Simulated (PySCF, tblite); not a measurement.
**CH₁₂OSSi₅: geometry, infrared bands and NMR shifts**

Aim: predict the infrared bands and NMR shifts of CH₁₂OSSi₅ (`CS[Si@H]1[SiH2][Si@@H](O[SiH3])[SiH2]1`).

Programs: tblite 0.8.0 and PySCF 2.14.0, with density-fitted response routines of our own. Each step states its level of theory. These are calculated values for one molecule in the gas phase, unless marked as measured. Atoms are numbered from 0 throughout.

### 1 The starting structure

20 atoms, charge 0, multiplicity 1; geometry from: force field or distance geometry start.

Bonds of the start (Å): C0–S1 1.79, S1–Si2 2.12, Si2–Si3 2.23, Si3–Si4 2.26, Si4–O5 1.70, O5–Si6 1.72, Si4–Si7 2.24, Si7–Si2 2.25, C0–H8 1.12, C0–H9 1.11, C0–H10 1.11, Si2–H11 1.47, Si3–H12 1.46, Si3–H13 1.46, Si4–H14 1.46, Si6–H15 1.45, Si6–H16 1.47, Si6–H17 1.48, Si7–H18 1.46, Si7–H19 1.47.

### 2 Geometry optimisation with GFN2-xTB

The job: settings as JSON, then the geometry in Å.

```
{"job": {"kind": "relax", "xc": "GFN2-xTB", "basis": "xTB"}, "charge": 0, "multiplicity": 1}
C     -3.651300     0.826300    -0.280700
S     -3.350300    -0.932900    -0.198700
Si    -1.301500    -1.491900    -0.139100
Si     0.103400    -0.218800    -1.322300
Si     1.611000    -0.734800     0.279100
O      2.725700     0.497200     0.617900
Si     3.463300     1.162000    -0.783800
Si    -0.137300    -0.850500     1.671600
H     -4.765400     0.953000    -0.343800
H     -3.358800     1.344700     0.651800
H     -3.253200     1.307000    -1.197400
H     -1.070500    -2.931300    -0.359400
H     -0.208400     1.202300    -1.283300
H      0.369800    -0.821400    -2.621400
H      2.260500    -2.010900     0.001200
H      2.721800     0.750500    -1.965800
H      3.459100     2.619200    -0.606900
H      4.867300     0.708900    -0.870400
H     -0.036200    -1.873800     2.711000
H     -0.453800     0.505900     2.153200
```

Launch:

```sh
> OMP_NUM_THREADS=1 python probes_run.py task.json out
```

The driver reads the jobs from task.json and runs them one after another.

**Question.** This job is followed by: GFN2-xTB harmonic vibrations, gas phase; GIAO PBE0/pcSseg-1 NMR shielding, non-relativistic, gas phase. Predict these results of the whole session: strongest single infrared mode (GFN2-xTB); zero-point energy (GFN2-xTB); 13C shifts against TMS (PBE0/pcSseg-1); 1H shifts against TMS (PBE0/pcSseg-1, means over atoms taken as alike); 33S shifts against CS2 (PBE0/pcSseg-1); 29Si shifts against TMS (PBE0/pcSseg-1, means over atoms taken as alike); 17O shifts against H2O (PBE0/pcSseg-1); surface potential, 1st and 99th percentile.

As calculated:

| quantity | value |
| --- | --- |
| strongest single infrared mode (GFN2-xTB) | 1073 cm⁻¹, 564 km/mol |
| zero-point energy (GFN2-xTB) | 72.7 kcal/mol |
| 13C shifts against TMS (PBE0/pcSseg-1) | 17.7 ppm |
| 1H shifts against TMS (PBE0/pcSseg-1, means over atoms taken as alike) | 6.54, 5.53, 5.06, 4.61, 4.10, 2.31 ppm |
| 33S shifts against CS2 (PBE0/pcSseg-1) | -181 ppm |
| 29Si shifts against TMS (PBE0/pcSseg-1, means over atoms taken as alike) | 11.0, -17.0, -43.2, -84.6 ppm |
| 17O shifts against H2O (PBE0/pcSseg-1) | -5.8 ppm |
| surface potential, 1st and 99th percentile | -1.00 V and 1.61 V |

The optimisation took 266 steps and gained 1.782 eV; among the close pairs (by a distance rule), Si2–Si3 changed most, from 2.235 to 2.382 Å. No mode is imaginary among the 54: a minimum at this level. The strongest single mode, at 1073 cm⁻¹, moves mainly O5. GFN2-xTB is a fitted tight-binding method: band positions and strengths are rough. Its intensities can rank the bands wrongly. At PBE0/pcSseg-1: The widest tensor belongs to O5: span 192 ppm, with a paramagnetic part of -58 ppm. By nearest atom (PBE0/pcSseg-1), the HOMO sits on S1 57 %; Si2, Si3, Si7 about 8 % each and the LUMO on Si2, Si4 about 14 % each; Si3, Si7 about 10 % each.
